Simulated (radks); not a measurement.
# Al⁴⁺ in [He] 2s2 2p5: an all-electron calculation

The task here is to estimate one member of a computed series from the others.

Method: scalar-relativistic Kohn-Sham, PBE, spin-polarised, spherical densities, finite nucleus; open shells are filled with parallel spins first. Code: radks (a radial shooting solver on a logarithmic mesh, Libxc functionals) version 1.

## What is computed

| Quantity | Value |
| --- | --- |
| element | aluminium (Z = 13) |
| charge | +4 |
| electrons | 9 |
| configuration | [He] 2s2 2p5 |
| nuclear rms radius | 3.061 fm |

The outer shells:

Al⁴⁺
```
[He] core
2s [↑↓]
2p [↑↓][↑↓][↑ ]
```

Set-up of the first run:

Settings of this run:

```text
Z 13
configuration [He] 2s2 2p5 3s0 3p0
relativity scalar-relativistic
functional pbe,pbe
spin polarised
nucleus finite rms 3.061 fm
c 137.035999084
```

Command:

```
$ python run_ks.py task.json out
```

This one command runs every case of the session in turn.

One table of the session follows, with a row left open; its other results are not shown here.

It belongs to the step «Orbitals and density». Radial moments (bohr):

```
  level     <r>  outermost maximum (interpolated)  90 % within  nodes
  1s up  0.1202                            0.0784        0.215      0
1s down  0.1201                            0.0783        0.215      0
  2s up  0.6021                             0.487        0.944      1
2s down       ?                                 ?            ?      ?
  2p up  0.5637                             0.415        0.940      0
2p down  0.5687                             0.417        0.950      0
  3s up   1.789                              1.61         2.63      2
3s down   1.802                              1.62         2.65      2
```

Estimate the missing values for 2s down.

As computed: <r>: 0.6053; outermost maximum (interpolated): 0.489; 90 % within: 0.950; nodes: 1. In the column «<r>» it lies between 2s up (0.6021) and 3s up (1.789).

Caveats from the session: Open shells are spherical and high-spin; term and fine-structure splittings are not resolved.
